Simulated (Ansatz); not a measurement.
# C3H13GaO2Si: a ladder of functionals and wavefunction methods

The task here is to estimate one member of a computed series from the others.

Program: Ansatz 0.2.0, Gaussian basis. Level of theory: functionals in def2-TZVPP, the program's frozen cores in correlated methods. These are calculated values, not measurements.

The runs, in order: LDA (SPW92), PBE-D4, revPBE-D4, BLYP-D4, r2SCAN-D4, B97M-V, PBE0-D4, B3LYP-D4, r2SCANh-D4, r2SCAN0-D4, HSE06-D4, BHLYP-D4, CAM-B3LYP-D4, LC-ωPBE, ωB97X-V, ωB97M-V, B2PLYP, PBE-QIDH; CCSD(T)/def2-SVP; CCSD(T)/def2-TZVPP; MP2/def2-QZVPP; extrapolation to the limit; RPA on PBE.

## The relaxed structure

An earlier PBE0-D4 in a triple-zeta def2 set relaxation fixed the geometry.

20 atoms, charge 0, spin multiplicity 1.

Atoms are counted from 1 here; the program's logs count them from 0.

Bond lengths: C1–O2 1.402 Å, C1–H8 1.096 Å, C1–H9 1.093 Å, C1–H10 1.095 Å, O2–Ga3 1.930 Å, O2–Si7 1.927 Å, Ga3–C4 1.963 Å, Ga3–C5 1.960 Å, Ga3–O6 2.011 Å, C4–H11 1.092 Å, C4–H12 1.093 Å, C4–H13 1.092 Å, C5–H14 1.092 Å, C5–H15 1.091 Å, C5–H16 1.093 Å, O6–Si7 1.762 Å, O6–H17 0.958 Å, Si7–H18 1.522 Å and more. Angles: O2–C1–H8 111.7°, O2–C1–H9 110.2°, O2–C1–H10 109.4°, H8–C1–H9 109.1°, H8–C1–H10 108.3°, H9–C1–H10 108.1°, C1–O2–Ga3 130.4°, C1–O2–Si7 118.8°, Ga3–O2–Si7 104.2°, O2–Ga3–C4 110.7°, O2–Ga3–C5 110.7°, O2–Ga3–O6 70.6°, C4–Ga3–C5 131.5°, C4–Ga3–O6 108.3°, C5–Ga3–O6 108.4°, Ga3–C4–H11 111.4°, Ga3–C4–H12 110.9°, Ga3–C4–H13 110.4° and more.

Set-up of the first run:

The input, in.yaml:

```yaml
crystal:
  periodic: [false, false, false]
  atoms:
    - {symbol: C, position_ang: [-2.165381, 0.191617, 0.505302]}
    - {symbol: O, position_ang: [-0.783832, 0.417667, 0.435509]}
    - {symbol: Ga, position_ang: [0.515010, -0.165698, -0.867057]}
    - {symbol: C, position_ang: [0.504315, -2.122539, -1.027524]}
    - {symbol: C, position_ang: [0.855880, 1.243024, -2.185768]}
    - {symbol: O, position_ang: [1.455794, 0.323037, 0.842065]}
    - {symbol: Si, position_ang: [0.218597, 0.550407, 2.075480]}
    - {symbol: H, position_ang: [-2.393643, -0.862973, 0.696729]}
    - {symbol: H, position_ang: [-2.645002, 0.496957, -0.428641]}
    - {symbol: H, position_ang: [-2.591311, 0.789406, 1.318104]}
    - {symbol: H, position_ang: [1.444204, -2.493611, -1.442506]}
    - {symbol: H, position_ang: [-0.298623, -2.455083, -1.690095]}
    - {symbol: H, position_ang: [0.352249, -2.583909, -0.049881]}
    - {symbol: H, position_ang: [1.832234, 1.117928, -2.659422]}
    - {symbol: H, position_ang: [0.825636, 2.221435, -1.703656]}
    - {symbol: H, position_ang: [0.103014, 1.227219, -2.977530]}
    - {symbol: H, position_ang: [2.351416, 0.252764, 1.173835]}
    - {symbol: H, position_ang: [1.307823, 0.655150, 3.133930]}
    - {symbol: H, position_ang: [-0.469709, 1.849747, 2.320964]}
    - {symbol: H, position_ang: [-0.510273, -0.643247, 2.596465]}
basis:
  gaussian: {orbitals: def2-TZVPP}
hamiltonian: {xc: lda}
output: {orbitals: {seedname: orbitals}}
```

Steps of the session up to this table: LDA; PBE-D4 (GGA); revPBE-D4 (GGA); BLYP-D4 (GGA); r2SCAN-D4 (meta-GGA); B97M-V (meta-GGA); PBE0-D4 (hybrid); B3LYP-D4 (hybrid); r2SCANh-D4 (hybrid); r2SCAN0-D4 (hybrid); HSE06-D4 (hybrid); BHLYP-D4 (hybrid); CAM-B3LYP-D4 (range-separated); LC-ωPBE (range-separated); ωB97X-V (range-separated); ωB97M-V (range-separated); B2PLYP (double hybrid); PBE-QIDH (double hybrid).

One of the session's tables, all rows but one given; the rest of the session is left out.

It belongs to the step «Frontier levels by functional». 

```
  functional  HOMO (eV)  gap (eV)
 LDA (SPW92)      -6.21      5.34
      PBE-D4      -6.12      5.44
   revPBE-D4      -6.07      5.50
     BLYP-D4      -6.01      5.38
   r2SCAN-D4      -6.41      6.23
      B97M-V      -6.54      5.99
     PBE0-D4      -7.43      7.60
    B3LYP-D4      -7.23      7.11
  r2SCANh-D4      -6.90      6.99
  r2SCAN0-D4      -7.63      8.11
    HSE06-D4      -7.03      6.83
    BHLYP-D4      -8.65      9.52
CAM-B3LYP-D4      -8.81      9.81
     LC-ωPBE     -10.14     12.41
     ωB97X-V      -9.81     11.84
     ωB97M-V          ?         ?
```

**Question.** Estimate the row for ωB97M-V.

As computed: HOMO (eV): -9.69; gap (eV): 11.31. In the column «HOMO (eV)» it lies between ωB97X-V (-9.81) and CAM-B3LYP-D4 (-8.81).
